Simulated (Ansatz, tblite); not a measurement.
# ZrIF3: rung by rung

How do method and basis change the picture of ZrIF3 (singlet)?

Computed with Ansatz 0.2.0, Gaussian basis. Level: as each input shows.

The runs, in order: GFN1-xTB, GFN2-xTB, PBE-D4/def2-TZVP, r2SCAN-D4/def2-TZVP, PBE-QIDH/def2-TZVP, CAM-B3LYP-D4/def2-TZVP, LC-ωPBE/def2-TZVP, HSE06-D4/def2-TZVP, r2SCAN0-D4/def2-TZVP, revPBE-D4/def2-TZVP, BHLYP-D4/def2-TZVP, PBE-D4/def2-SVP, PBE0-D4/def2-SVP, CCSD(T)/def2-TZVP, RPA/def2-TZVP.

**1. The relaxed structure**

The singlet was relaxed beforehand with PBE0-D4/def2-SVP.

5 atoms, charge 0, spin multiplicity 1.

Bond lengths: Zr1–I2 2.713 Å, Zr1–F3 1.887 Å, Zr1–F4 1.887 Å, Zr1–F5 1.887 Å. Angles: I2–Zr1–F3 109.9°, I2–Zr1–F4 109.9°, I2–Zr1–F5 109.9°, F3–Zr1–F4 109.1°, F3–Zr1–F5 109.1°, F4–Zr1–F5 109.1°.

Formally the metal is d0. I, Zr take a core potential in the def2 sets. No spin-orbit coupling is included.

PBE0-D4/def2-TZVP was run before; its log isn't repeated, and its numbers join the tables.

**2. GFN1-xTB**

Tight binding, by tblite at 300 K electronic temperature and without a spin-polarisation term:

```python
tblite.interface.Calculator('GFN1-xTB', numbers, positions, charge=0, uhf=0).singlepoint()
```

Energy -572.3352 eV, HOMO -12.05 eV, LUMO -9.38 eV; 0.005 s.

**3. GFN2-xTB**

Tight binding, by tblite at 300 K electronic temperature and without a spin-polarisation term:

```python
tblite.interface.Calculator('GFN2-xTB', numbers, positions, charge=0, uhf=0).singlepoint()
```

Energy -544.7545 eV, HOMO -13.04 eV, LUMO -9.00 eV; 0.003 s.

**4. PBE-D4/def2-TZVP**

start.molden holds the orbitals of an earlier run on this state, given as this run's starting guess.

Input file in.yaml:

```yaml
crystal:
  periodic: [false, false, false]
  atoms:
    - {symbol: Zr, position_ang: [-0.000439, 0.001212, -0.157714]}
    - {symbol: I, position_ang: [0.007407, -0.019633, 2.555567]}
    - {symbol: F, position_ang: [1.771837, 0.010602, -0.804443]}
    - {symbol: F, position_ang: [-0.893239, 1.540332, -0.784882]}
    - {symbol: F, position_ang: [-0.885565, -1.532513, -0.808528]}
basis:
  gaussian: {orbitals: def2-TZVP, initial_orbitals: start.molden}
hamiltonian: {xc: pbe, dispersion: d4}
scf: {omitted_lower_state_checks: [starts]}
output: {orbitals: {seedname: orbitals}}
```

On the command line:

```
$ ansatz run in.yaml --threads 4 --pin off --events-out ev --progress --plain --max-ram 3916MiB
```

Further steps of the session: r2SCAN-D4/def2-TZVP; PBE-QIDH/def2-TZVP; CAM-B3LYP-D4/def2-TZVP; LC-ωPBE/def2-TZVP; HSE06-D4/def2-TZVP; r2SCAN0-D4/def2-TZVP; revPBE-D4/def2-TZVP; BHLYP-D4/def2-TZVP; PBE-D4/def2-SVP; PBE0-D4/def2-SVP; CCSD(T)/def2-TZVP; RPA/def2-TZVP.

Q: Predict the results of all the runs planned. Wanted: gap in def2-TZVP, named functionals, smallest and largest; correlation energy, CCSD(T)/def2-TZVP; binding an atom, CCSD(T)/def2-TZVP; PBE0 total energy, smallest basis above largest.

The runs gave:

```
                                                 quantity                                 value
gap in def2-TZVP, named functionals, smallest and largest  4.40 eV (PBE-D4), 11.14 eV (LC-ωPBE)
                    correlation energy, CCSD(T)/def2-TZVP                             -42.37 eV
                       binding an atom, CCSD(T)/def2-TZVP                              4.687 eV
          PBE0 total energy, smallest basis above largest        10.48 eV (def2-SVP, def2-TZVP)
```

**Reading.** Orbital gaps of the named functionals in def2-TZVP span 4.40 eV (PBE-D4) to 11.14 eV (LC-ωPBE); exact exchange widens it. The functionals in def2-TZVP miss CCSD(T)/def2-TZVP by -0.222 (BHLYP-D4) to +0.154 eV (LC-ωPBE) an atom. The reference is CCSD(T) in one finite basis, so it carries an error of its own, often a tenth of an eV or more, and near misses can't be ranked.
